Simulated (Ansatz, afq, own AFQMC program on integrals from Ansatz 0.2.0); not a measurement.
# SiGeH3 (doublet): quantum Monte Carlo beside coupled cluster at distance Si1–Ge2 = 4.242 Å, cc-pVDZ

Aim: compute SiGeH3 (doublet) with auxiliary-field quantum Monte Carlo on the same integrals as coupled cluster, and set the energies side by side.

Computed with Ansatz 0.2.0, Gaussian basis, and an in-house AFQMC program (afq) on its integrals; all values are calculated. Level: cc-pVDZ, frozen cores.

The runs, in order: PBE (unrestricted); r2SCAN (unrestricted); PBE0 (unrestricted); B3LYP (unrestricted); wB97M-V (unrestricted); B2PLYP (unrestricted); CCSD(T) on ROHF; CCSD(T) on UHF; Phaseless AFQMC, CISD trial on UHF.

1 further run of the same task is left out (it didn't finish).

### 1 What is computed

The geometry derives from a PBE0/def2-TZVP stationary point (not a proven minimum). One bond is set to the value named and the two fragments are kept rigid. No spin-orbit coupling is included. The filled d shell of Ge may be among the frozen orbitals whatever the setting's name suggests; the logs give the count.

5 atoms, charge 0, spin multiplicity 2.

Atoms are counted from 1 here; the program's logs count them from 0.

Bond lengths: Si1–H3 1.524 Å, Ge2–H4 1.547 Å, Ge2–H5 1.546 Å. Angles: H4–Ge2–H5 106.5°.

### 2 PBE (unrestricted)

in.yaml reads:

```yaml
crystal:
  periodic: [false, false, false]
  atoms:
    - {symbol: Si, position_ang: [-0.054110, 0.154514, 3.065708]}
    - {symbol: Ge, position_ang: [0.022599, -0.040275, -1.171123]}
    - {symbol: H, position_ang: [0.209133, -1.345601, 3.131694]}
    - {symbol: H, position_ang: [-0.316917, -1.258277, -2.063165]}
    - {symbol: H, position_ang: [-0.013160, 1.201021, -2.091931]}
basis:
  gaussian: {orbitals: cc-pVDZ}
magnetization: {spin_polarized: true, initial_magnetization: 1}
hamiltonian: {xc: {name: PBE}}
output: {orbitals: {seedname: orbitals}}
```

Launch:

```sh
$ ansatz run in.yaml --threads 1 --pin off --events-out ev --progress --plain --max-ram 1382MiB
```

What it wrote:

```text
Functional definition: PBE
  name "PBE"
  cite "Perdew, Burke & Ernzerhof, Phys. Rev. Lett. 77, 3865 (1996) doi:10.1103/PhysRevLett.77.3865"
  parent pbe
  parameter kappa = 0.804
  parameter beta = 0.06672455060314922
  exchange = pbe_x(kappa = kappa, mu = beta*pi^2/3)
  correlation = pbe_c(beta = beta)
787 factors; their error is unknown
mean field evaluation 1: about -64423.0902 eV, gradient 1.4e1 eV
mean field evaluation 2: about -64360.5559 eV, gradient 4.9e1 eV
mean field evaluation 4: about -64426.1566 eV, gradient 2.2e0 eV
mean field evaluation 8: about -64426.2423 eV, gradient 1.3e-1 eV
mean field evaluation 16: about -64426.2326 eV, gradient 1.9e-3 eV
mean field evaluation 32: about -64426.2326 eV, gradient 6.4e-6 eV
mean field evaluation 64: about -64426.1339 eV, gradient 1.3e0 eV
mean field -64426.23260584 eV, -2367.6203785957 hartree, gradient 2.1e-6 eV, S^2 0.756332; 10 other end points of the search recorded, 0 dependent functions left out
reference -64426.23264454 eV, -2367.6203800180 hartree; 25, 24 occupied and 35, 36 virtual orbitals, 787 factors
Total energy: -64426.23264454 eV, -2367.6203800180 hartree
```

Wall time 4.7 s (1 thread of Arm Neoverse V2, shared host).

From the report: ⟨S²⟩ of the determinant 0.756 (pure doublet: 0.75).

### 3 r2SCAN (unrestricted)

Changes to in.yaml since step 2:

```diff
@@ -11,3 +11,2 @@
 magnetization: {spin_polarized: true, initial_magnetization: 1}
-hamiltonian: {xc: {name: PBE}}
-output: {orbitals: {seedname: orbitals}}
+hamiltonian: {xc: {name: r2SCAN}}
```

Same command.

What it wrote (excerpt; [...] marks lines left out):

```text
Functional definition: r2SCAN
  name "r2SCAN"
  cite "Furness, Kaplan, Ning, Perdew & Sun, J. Phys. Chem. Lett. 11, 8208 (2020) doi:10.1021/acs.jpclett.0c02405"
  cite "Furness, Kaplan, Ning, Perdew & Sun, J. Phys. Chem. Lett. 11, 9248 (2020) doi:10.1021/acs.jpclett.0c03077"
  parent r2scan
[...]
787 factors; their error is unknown
[...]
mean field -64437.72581988 eV, -2368.0427464213 hartree, gradient 8.3e-6 eV, S^2 0.841992; 8 other end points of the search recorded, 0 dependent functions left out
reference -64437.72583259 eV, -2368.0427468884 hartree; 25, 24 occupied and 35, 36 virtual orbitals, 787 factors
Total energy: -64437.72583259 eV, -2368.0427468884 hartree
```

Wall time 18 s (1 thread of Arm Neoverse V2, shared host).

From the report: ⟨S²⟩ of the determinant 0.842 (pure doublet: 0.75).

### 4 PBE0 (unrestricted)

Changes to in.yaml since step 3:

```diff
@@ -11,2 +11,3 @@
 magnetization: {spin_polarized: true, initial_magnetization: 1}
-hamiltonian: {xc: {name: r2SCAN}}
+hamiltonian: {xc: {name: PBE0}}
+output: {orbitals: {seedname: orbitals}}
```

Same command.

What it wrote (excerpt; [...] marks lines left out):

```text
Functional definition: PBE0
  name "PBE0"
  cite "Adamo & Barone, J. Chem. Phys. 110, 6158 (1999) doi:10.1063/1.478522"
  cite "Perdew, Burke & Ernzerhof, Phys. Rev. Lett. 77, 3865 (1996) doi:10.1103/PhysRevLett.77.3865"
  parent pbe
[...]
642 factors; integrals over basis functions are off by at most 1.3e-3 eV
[...]
mean field -64428.46605097 eV, -2367.7024561905 hartree, gradient 7.8e-6 eV, S^2 0.757257; 6 other end points of the search recorded, 0 dependent functions left out
reference -64428.46607958 eV, -2367.7024572419 hartree; 25, 24 occupied and 35, 36 virtual orbitals, 642 factors
Total energy: -64428.46607958 eV, -2367.7024572419 hartree
```

Wall time 7.5 s (1 thread of Arm Neoverse V2, shared host).

From the report: ⟨S²⟩ of the determinant 0.757 (pure doublet: 0.75).

### 5 B3LYP (unrestricted)

Changes to in.yaml since step 4:

```diff
@@ -11,3 +11,2 @@
 magnetization: {spin_polarized: true, initial_magnetization: 1}
-hamiltonian: {xc: {name: PBE0}}
-output: {orbitals: {seedname: orbitals}}
+hamiltonian: {xc: {name: B3LYP}}
```

Same command.

What it wrote (excerpt; [...] marks lines left out):

```text
Functional definition: B3LYP
  name "B3LYP"
  cite "Stephens, Devlin, Chabalowski & Frisch, J. Phys. Chem. 98, 11623 (1994) doi:10.1021/j100096a001"
  cite "Becke, Phys. Rev. A 38, 3098 (1988) doi:10.1103/PhysRevA.38.3098"
  cite "Lee, Yang & Parr, Phys. Rev. B 37, 785 (1988) doi:10.1103/PhysRevB.37.785"
  cite "Vosko, Wilk & Nusair, Can. J. Phys. 58, 1200 (1980) doi:10.1139/p80-159"
[...]
642 factors; integrals over basis functions are off by at most 1.3e-3 eV
[...]
mean field -64441.13719408 eV, -2368.1681121110 hartree, gradient 8.4e-6 eV, S^2 0.754856; 6 other end points of the search recorded, 0 dependent functions left out
reference -64441.13745109 eV, -2368.1681215556 hartree; 25, 24 occupied and 35, 36 virtual orbitals, 642 factors
Total energy: -64441.13745109 eV, -2368.1681215556 hartree
```

It took 6 s on 1 thread of Arm Neoverse V2, shared host.

From the report: ⟨S²⟩ of the determinant 0.755 (pure doublet: 0.75).

### 6 wB97M-V (unrestricted)

Changes to in.yaml since step 5:

```diff
@@ -11,2 +11,3 @@
 magnetization: {spin_polarized: true, initial_magnetization: 1}
-hamiltonian: {xc: {name: B3LYP}}
+hamiltonian: {xc: {name: wB97M-V}}
+output: {orbitals: {seedname: orbitals}}
```

Launched as before.

What it wrote (excerpt; [...] marks lines left out):

```text
Functional definition: wB97M-V
  name "wB97M-V"
  cite "Mardirossian & Head-Gordon, J. Chem. Phys. 144, 214110 (2016) doi:10.1063/1.4952647"
  cite "Becke, J. Chem. Phys. 107, 8554 (1997) doi:10.1063/1.475007"
  cite "Vydrov & Van Voorhis, J. Chem. Phys. 133, 244103 (2010) doi:10.1063/1.3521275"
  # Of w^i u^j: cxij and so on, Table III.
[...]
  gx(w, u) = 1 - cx + cx01*u + cx10*w
  gss(w, u) = css00 + css04*u^4 + css10*w + css20*w^2 + css43*w^4*u^3
  gos(w, u) = cos00 + cos10*w + (cos20 + cos21*u)*w^2 + (cos60 + cos61*u)*w^6
[...]
      + integral(e_c_pw_mod_opposite_spin*gos(b97_w_opposite, b97_u_opposite)) + vv10(b, c)
642 factors; integrals over basis functions are off by at most 1.3e-3 eV
204 factors; integrals over basis functions are off by at most 1.0e-5 eV
[...]
mean field -64435.11174916 eV, -2367.9466810943 hartree, gradient 9.5e-6 eV, S^2 0.751487; 4 other end points of the search recorded, 0 dependent functions left out
reference -64435.11179169 eV, -2367.9466826573 hartree; 25, 24 occupied and 35, 36 virtual orbitals, 642 factors
Total energy: -64435.11179169 eV, -2367.9466826573 hartree
```

Wall time 27 s (1 thread of Arm Neoverse V2, shared host); peak memory 0.27 GiB.

From the report: ⟨S²⟩ of the determinant 0.751 (pure doublet: 0.75).

### 7 B2PLYP (unrestricted)

Changes to in.yaml since step 6:

```diff
@@ -11,3 +11,3 @@
 magnetization: {spin_polarized: true, initial_magnetization: 1}
-hamiltonian: {xc: {name: wB97M-V}}
-output: {orbitals: {seedname: orbitals}}
+hamiltonian: {xc: {name: B2PLYP}}
+correlation: {electrons: outside_noble_gas}
```

The command is unchanged.

What it wrote (excerpt; [...] marks lines left out):

```text
Functional definition: B2PLYP
  name "B2PLYP"
  cite "Grimme, J. Chem. Phys. 124, 034108 (2006) doi:10.1063/1.2148954"
  cite "Becke, Phys. Rev. A 38, 3098 (1988) doi:10.1103/PhysRevA.38.3098"
  cite "Lee, Yang & Parr, Phys. Rev. B 37, 785 (1988) doi:10.1103/PhysRevB.37.785"
[...]
642 factors; integrals over basis functions are off by at most 1.3e-3 eV
[...]
mean field -64422.78758676 eV, -2367.4937764797 hartree, gradient 4.2e-6 eV, S^2 0.775629; 8 other end points of the search recorded, 0 dependent functions left out
19 core orbitals not correlated: weight in the atoms' cores, before any rotation towards them, 0.999 or more for the frozen orbitals, at most 0.001 for the correlated occupied ones
reference -64422.78774968 eV, -2367.4937824668 hartree; 6, 5 occupied and 35, 36 virtual orbitals, 642 factors
second order -5.15041415 eV of doubles, -0.00000000 eV of singles
Total energy: -64424.17836150 eV, -2367.5448865086 hartree
```

Wall time 12 s (1 thread of Arm Neoverse V2, shared host).

From the report: ⟨S²⟩ of the determinant 0.776 (pure doublet: 0.75).

### 8 CCSD(T) on ROHF

Changes to in.yaml since step 7:

```diff
@@ -10,4 +10,3 @@
   gaussian: {orbitals: cc-pVDZ}
-magnetization: {spin_polarized: true, initial_magnetization: 1}
-hamiltonian: {xc: {name: B2PLYP}}
-correlation: {electrons: outside_noble_gas}
+magnetization: {spin_polarized: false, initial_magnetization: 1}
+correlation: {method: ccsd_t, electrons: outside_noble_gas, hamiltonian_folder: ham}
```

The command is unchanged.

What it wrote (excerpt; [...] marks lines left out):

```text
Functional definition: HF
  name "HF"
  cite "Fock, Z. Phys. 61, 126 (1930) doi:10.1007/BF01340294"
  parent pbe
[...]
642 factors; integrals over basis functions are off by at most 1.3e-3 eV
[...]
mean field -64378.53614220 eV, -2365.8675658869 hartree, gradient 7.5e-6 eV, S^2 0.750000; 7 other end points of the search recorded, 0 dependent functions left out
[...]
determinant -64378.53614220 eV, -2365.8675658869 hartree, with singles and doubles -64384.04398566 eV, -2366.0699754004 hartree
determinant -64378.33616754 eV, -2365.8602169535 hartree, with singles and doubles -64383.88527060 eV, -2366.0641427296 hartree
determinant -64378.53614220 eV, -2365.8675658869 hartree, with singles and doubles -64384.04353087 eV, -2366.0699586874 hartree
determinant -64378.33616754 eV, -2365.8602169535 hartree, with singles and doubles -64383.88552293 eV, -2366.0641520028 hartree
19 core orbitals not correlated: weight in the atoms' cores, before any rotation towards them, 0.999 or more for the frozen orbitals, at most 0.000 for the correlated occupied ones
reference -64378.53614220 eV, -2365.8675658869 hartree; 6, 5 occupied and 35, 36 virtual orbitals, 642 factors
second order -4.10359850 eV of doubles, -0.06316254 eV of singles
cycle   1  -5.50739143 eV  change   -2.8e-6 eV  update   3.0e-6
perturbative correction -0.10677283 eV, -0.0039238293 hartree
Total energy: -64384.15030647 eV, -2366.0738826183 hartree
```

It took 12 s on 1 thread of Arm Neoverse V2, shared host.

From the report: correlation -5.6142 eV; T1 0.017; largest double amplitude 0.09.

This run also writes the integrals to the folder ham.

### 9 CCSD(T) on UHF

Changes to in.yaml since step 8:

```diff
@@ -10,3 +10,3 @@
   gaussian: {orbitals: cc-pVDZ}
-magnetization: {spin_polarized: false, initial_magnetization: 1}
+magnetization: {spin_polarized: true, initial_magnetization: 1}
 correlation: {method: ccsd_t, electrons: outside_noble_gas, hamiltonian_folder: ham}
```

Launched as before.

What it wrote (excerpt; [...] marks lines left out):

```text
Functional definition: HF
  name "HF"
  cite "Fock, Z. Phys. 61, 126 (1930) doi:10.1007/BF01340294"
  parent pbe
[...]
642 factors; integrals over basis functions are off by at most 1.3e-3 eV
[...]
mean field -64378.73013364 eV, -2365.8746949407 hartree, gradient 2.9e-6 eV, S^2 1.159548; 26 other end points of the search recorded, 0 dependent functions left out
determinant -64378.73013364 eV, -2365.8746949407 hartree, with singles and doubles -64384.00061846 eV, -2366.0683816853 hartree
determinant -64378.72963100 eV, -2365.8746764691 hartree, with singles and doubles -64384.00348379 eV, -2366.0684869842 hartree
determinant -64378.60909936 eV, -2365.8702470130 hartree, with singles and doubles -64383.83283847 eV, -2366.0622158846 hartree
determinant -64378.56430447 eV, -2365.8686008309 hartree, with singles and doubles -64383.82193963 eV, -2366.0618153596 hartree
[...]
determinant -64378.72963100 eV, -2365.8746764691 hartree, with singles and doubles -64384.03642217 eV, -2366.0696974473 hartree
determinant -64378.60909936 eV, -2365.8702470130 hartree, with singles and doubles -64383.87627989 eV, -2366.0638123273 hartree
determinant -64378.56430447 eV, -2365.8686008309 hartree, with singles and doubles -64383.87182676 eV, -2366.0636486775 hartree
determinant -64378.44926156 eV, -2365.8643730822 hartree, with singles and doubles -64383.88844724 eV, -2366.0642594691 hartree
19 core orbitals not correlated: weight in the atoms' cores, before any rotation towards them, 0.999 or more for the frozen orbitals, at most 0.000 for the correlated occupied ones
reference -64378.72963100 eV, -2365.8746764691 hartree; 6, 5 occupied and 35, 36 virtual orbitals, 642 factors
second order -3.85555221 eV of doubles, -0.00000000 eV of singles
cycle   1  -5.30679484 eV  change   -3.7e-6 eV  update   4.1e-6
perturbative correction -0.10516607 eV, -0.0038647817 hartree
Total energy: -64384.14159191 eV, -2366.0735623642 hartree
```

It took 33 s on 1 thread of Arm Neoverse V2, shared host.

From the report: ⟨S²⟩ of the determinant 1.148 (pure doublet: 0.75); correlation -5.4120 eV; T1 0.080; largest double amplitude 0.07.

This run also writes the integrals to the folder ham.

### 10 Phaseless AFQMC, CISD trial on UHF

It reads the integrals that the CCSD(T) run on this determinant wrote.

Launch:

```sh
$ afq ham --method phaseless --trial cisd --walkers 60 --populations 1 --least-time 40 --time-step 0.005 --steps-per-block 50 --equilibration-blocks 40 --max-blocks 300 --target-error 0.0008 --factor-cut 1e-05 --start spin_pure --seed 933 --release-times 0.24,0.51,0.99,1.62,2.4 --release-step 0.03 --release-every 4 --taylor-order 6
```

What it wrote:

```text
orbitals 41  electrons 6 5  factors 302 of 642
reference energy -2365.87467647 Eh
CCSD correlation -0.19502079 Eh in 25 cycles, weight of the determinant in the CISD state 0.7441
energy of the start -2366.043037 Eh
 block  time / (1/Eh)  mean weight  energy / Eh
     1     0.250  1.0012  -2366.050724
     2     0.500  1.0002  -2366.054853
     3     0.750  1.0013  -2366.060758
     4     1.000  1.0007  -2366.066192
     5     1.250  1.0006  -2366.067449
     6     1.500  0.9989  -2366.068953
     7     1.750  0.9975  -2366.070305
     8     2.000  0.9993  -2366.068731
     9     2.250  0.9999  -2366.068270
    10     2.500  0.9994  -2366.070270
    11     2.750  0.9997  -2366.071304
    16     4.000  1.0014  -2366.077950
    21     5.250  0.9989  -2366.089862
    26     6.500  1.0003  -2366.076721
    31     7.750  1.0003  -2366.081356
    36     9.000  0.9974  -2366.077146
    41    10.250  0.9995  -2366.077323
    46    11.500  1.0011  -2366.070803
    51    12.750  1.0004  -2366.077781
    56    14.000  1.0014  -2366.072904
    61    15.250  1.0007  -2366.069078
    66    16.500  0.9981  -2366.074697
    71    17.750  0.9997  -2366.083438
    76    19.000  0.9994  -2366.077691
    81    20.250  1.0004  -2366.068343
    86    21.500  0.9971  -2366.069536
    91    22.750  0.9997  -2366.074257
    96    24.000  0.9995  -2366.079544
   101    25.250  0.9991  -2366.073417
   106    26.500  0.9996  -2366.073203
   111    27.750  0.9997  -2366.073090
   116    29.000  1.0000  -2366.073279
   121    30.250  1.0008  -2366.073346
   126    31.500  0.9992  -2366.076230
   131    32.750  1.0003  -2366.075976
   136    34.000  1.0011  -2366.080830
   141    35.250  1.0003  -2366.074227
   146    36.500  0.9999  -2366.075849
   151    37.750  0.9978  -2366.073280
   156    39.000  1.0022  -2366.068726
   161    40.250  0.9994  -2366.064407
   166    41.500  1.0009  -2366.068523
   171    42.750  0.9989  -2366.076983
   176    44.000  0.9981  -2366.069195
   181    45.250  1.0009  -2366.075666
   186    46.500  1.0009  -2366.069436
   191    47.750  0.9998  -2366.073510
   196    49.000  1.0012  -2366.075521
blocks merged  error / Eh  count
     1  0.000288  160
     2  0.000367  80
     4  0.000464  40
     8  0.000519  20
    16  0.000610  10
released: time / (1/Eh)  energy / Eh  error  mean overlap
  0.24  -2366.074041  0.000753  0.9991
  0.51  -2366.074498  0.000675  1.0030
  0.99  -2366.074869  0.000750  1.0065
  1.62  -2366.074784  0.000627  1.0259
  2.40  -2366.074895  0.001033  1.0406
energy -2366.073828 +/- 0.000519 Eh
```

Wall time 4.5 min (1 thread of Arm Neoverse V2, shared host).

Energy -64384.1488 ± 0.0141 eV. Caveats: constraint bias not in the error.

### 11 AFQMC on the ladder

On the UHF determinant, counted from CCSD(T) (a yardstick, not exact):

| level | energy (eV) | from CCSD(T) (kJ/mol) | statistical error (kJ/mol) | time |
| --- | --- | --- | --- | --- |
| HF | -64378.7296 | +522.2 |  |  |
| MP2 | -64382.5852 | +150.2 |  |  |
| CCSD | -64384.0364 | +10.1 |  |  |
| CCSD(T) | -64384.1416 | 0.0 |  |  |
| Phaseless AFQMC, CISD trial, step 0.005, 60 walkers | -64384.1488 | -0.7 | 1.4 | 4.5 min |

The functionals' totals stand on their own zeros and serve differences with other points: PBE -64426.233 eV; r2SCAN -64437.726 eV; PBE0 -64428.466 eV; B3LYP -64441.137 eV; wB97M-V -64435.112 eV; B2PLYP -64424.178 eV.

### 12 Outcome

| quantity | value |
| --- | --- |
| Phaseless AFQMC, CISD trial on UHF from CCSD(T) | -0.7 ± 1.4 kJ/mol |

On UHF the phaseless walk with the CISD trial lies -0.7 kJ/mol from CCSD(T), within three error bars. Error bars are statistical and leave out the constraint, the time step and what remains of the start.
